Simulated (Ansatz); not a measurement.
# Ta5C: the cost of one run

Computed with Ansatz 0.2.0 (DFT PBE, scalar-relativistic, plane waves, PAW, unless a step's input says otherwise).

2 further runs of the same task are left out: 1 that didn't finish, 1 set aside as unsound or not needed.

### Step 1. The system as given

Symmetry: P3m1, No. 156, trigonal system. The conventional cell has a = 3.105 Å, b = 3.105 Å, c = 15.239 Å, α = 90.00°, β = 90.00°, γ = 120.00°. Around Ta (site symmetry 3m) lie 9 Ta at 3.06 to 3.11 Å and 3 C at 3.22 Å. Ta (site symmetry 3m) is surrounded by 12 Ta at 3.05 to 3.11 Å. Ta (site symmetry 3m) has 9 Ta at 3.05 to 3.11 Å and 3 C at 3.22 Å in its first shell of neighbours. C (site symmetry 3m) is surrounded by 6 C at 3.11 Å and 6 Ta at 3.22 Å.

Structure file:

```
Ta C
1.0
     3.10526    0.00000    0.00000
    -1.55263    2.68923    0.00000
     0.00000    0.00000   15.23872
Ta C
5 1
Direct
  0.33333 0.66667 0.00882
  0.00000 0.00000 0.17173
  0.33333 0.66667 0.33386
  0.00000 0.00000 0.49539
  0.33333 0.66667 0.65725
  0.00000 0.00000 0.83295
```

Recipe of the guess: species swapped into a database cell of TmMg5 (P3m1, No. 156), with C on the Tm sites and Ta on the Mg sites. Lengths come from tabulated atomic sizes and are only a guess.

### Step 2. The guess as it stands, on a coarse mesh

Input file input.yaml:

```yaml
crystal:
  lattice:
    - [3.10525872, 0.0, 0.0]
    - [-1.55262936, 2.68923294, 0.0]
    - [0.0, 0.0, 15.23871585]
  atoms:
    - { symbol: Ta, position: [0.33333333, 0.66666667, 0.00882063] }
    - { symbol: Ta, position: [0.0, 0.0, 0.1717319] }
    - { symbol: Ta, position: [0.33333333, 0.66666667, 0.3338604] }
    - { symbol: Ta, position: [0.0, 0.0, 0.49538684] }
    - { symbol: Ta, position: [0.33333333, 0.66666667, 0.65724856] }
    - { symbol: C, position: [0.0, 0.0, 0.83295065] }
basis:
  ecutwfc: 420
kpoints:
  mp_grid: { grid: [6, 6, 1] }
hamiltonian:
  xc: pbe
scf:
  occupations: { method: gaussian, width: 0.1 }
  lower_state_search: "off"
output:
  forces: true
  stress: true
  eigenvalues: true
```

Command:

```sh
$ ansatz run input.yaml --threads 1 --pin off --max-ram 2560MiB --backend cpu --events-out ev --progress --plain --runs-dir out
```

Q: Estimate wall time and peak memory on 1 thread of Intel Xeon at 2.50GHz (Skylake/Cascade Lake), shared host.

About 6.3 s, with a peak of 0.36 GiB.
